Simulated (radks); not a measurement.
# Sc³⁺ in [Ar]: an all-electron calculation

An exercise on one series of results from a longer session: the logs are not shown, and one member is left open.

The numbers are computed with radks (a radial shooting solver on a logarithmic mesh, Libxc functionals) version 1 (scalar-relativistic Kohn-Sham, r2SCAN, spin-polarised, spherical densities, finite nucleus), except any that are marked as measured or tabulated.

### What is computed

```
element            : scandium (Z = 21)
charge             : +3
electrons          : 18
configuration      : [Ar]
nuclear rms radius : 3.5459 fm
```

The outer shells:

Sc³⁺
```
[Ne] core
3s [↑↓]
3p [↑↓][↑↓][↑↓]
```

The first run:

The run's settings:

```text
Z 21
configuration [Ar] 4s0 3d0
relativity scalar-relativistic
functional r2scan,r2scan
spin polarised
nucleus finite rms 3.5459 fm
c 137.035999084
```

Command:

```
python run_ks.py task.json out
```

The same process makes all the runs of this session.

One of the session's tables, all rows but one given; the rest of the session is left out.

It belongs to the step «Shells». Sizes of the orbitals, from the radial functions (bohr):

| level | <r> | outermost maximum (interpolated) | 90 % within | nodes |
| --- | --- | --- | --- | --- |
| 1s | 0.07306 | 0.0478 | 0.130 | 0 |
| 2s | ? | ? | ? | ? |
| 2p | 0.3073 | 0.232 | 0.505 | 0 |
| 3s | 1.057 | 0.920 | 1.57 | 2 |
| 3p | 1.129 | 0.958 | 1.72 | 1 |
| 3d | 1.337 | 1.01 | 2.18 | 0 |

Estimate the missing values for 2s.

**Answer.** <r>: 0.3424; outermost maximum (interpolated): 0.283; 90 % within: 0.532; nodes: 1. In the column «<r>» it lies between 2p (0.3073) and 3s (1.057).
